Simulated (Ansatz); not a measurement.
# CH3CdF: one species, many methods

One table from this session's results is given with a row withheld; the runs are named, their logs left out.

Method: functionals in def2-TZVPP, the program's frozen cores in correlated methods; program: Ansatz 0.2.0, Gaussian basis.

Plan: PBE-D4, r2SCAN-D4, PBE0-D4, B3LYP-D4, ωB97X-V, ωB97M-V, B2PLYP; CCSD(T)/def2-TZVPP; CCSD(T)/def2-QZVPP; extrapolation to the limit.

## The relaxed structure

An earlier PBE0-D4 in a triple-zeta def2 set relaxation fixed the geometry. Cd takes the def2 core potential; no spin-orbit term is included.

SMILES `[CH3][Cd][F]`, 6 atoms, charge 0, spin multiplicity 1.

Atoms are counted from 1 here; the program's logs count them from 0.

Bond lengths: C1–Cd2 2.079 Å, C1–H4 1.090 Å, C1–H5 1.090 Å, C1–H6 1.090 Å, Cd2–F3 1.947 Å. Angles: Cd2–C1–H4 109.6°, Cd2–C1–H5 109.6°, Cd2–C1–H6 109.6°, H4–C1–H5 109.3°, H4–C1–H6 109.3°, H5–C1–H6 109.3°, C1–Cd2–F3 180.0°.

Set-up of the first run:

in.yaml

```yaml
crystal:
  periodic: [false, false, false]
  atoms:
    - {symbol: C, position_ang: [-0.535841, -0.134946, -0.625253]}
    - {symbol: Cd, position_ang: [0.799323, 0.201302, 0.932699]}
    - {symbol: F, position_ang: [2.049493, 0.516148, 2.391462]}
    - {symbol: H, position_ang: [-1.525823, -0.343800, -0.220445]}
    - {symbol: H, position_ang: [-0.585802, 0.748202, -1.261738]}
    - {symbol: H, position_ang: [-0.201351, -0.986906, -1.216723]}
basis:
  gaussian: {orbitals: def2-TZVPP}
hamiltonian: {xc: pbe, dispersion: d4}
output: {forces: true, orbitals: {seedname: orbitals}}
```

The run is started by

```
$ ansatz run in.yaml --threads 2 --pin off --events-out ev --progress --plain --max-ram 32768MiB --backend cpu
```

Among the steps run: PBE-D4 (GGA); r2SCAN-D4 (meta-GGA); PBE0-D4 (hybrid); B3LYP-D4 (hybrid); ωB97X-V (range-separated); ωB97M-V (range-separated); B2PLYP (double hybrid); CCSD(T) in def2-TZVPP; CCSD(T) in def2-QZVPP.

One of the session's tables, all rows but one given; the rest of the session is left out.

It belongs to the step «Atomisation energies». 

| method | atomisation energy (eV) |
| --- | --- |
| PBE-D4 | 19.047 |
| r2SCAN-D4 | 18.872 |
| PBE0-D4 | 18.653 |
| B3LYP-D4 | 18.550 |
| ωB97X-V | 18.868 |
| ωB97M-V | 18.824 |
| B2PLYP | 18.435 |
| HF/def2-TZVPP | 13.493 |
| MP2/def2-TZVPP | 18.539 |
| CCSD/def2-TZVPP | ? |
| CCSD(T)/def2-TZVPP | 18.206 |
| MP2/CBS | 19.083 |
| CCSD(T)/CBS | 18.750 |

Estimate the missing values for CCSD/def2-TZVPP.

**Answer.** atomisation energy (eV): 17.931. In the column «atomisation energy (eV)» it lies between HF/def2-TZVPP (13.493) and CCSD(T)/def2-TZVPP (18.206).
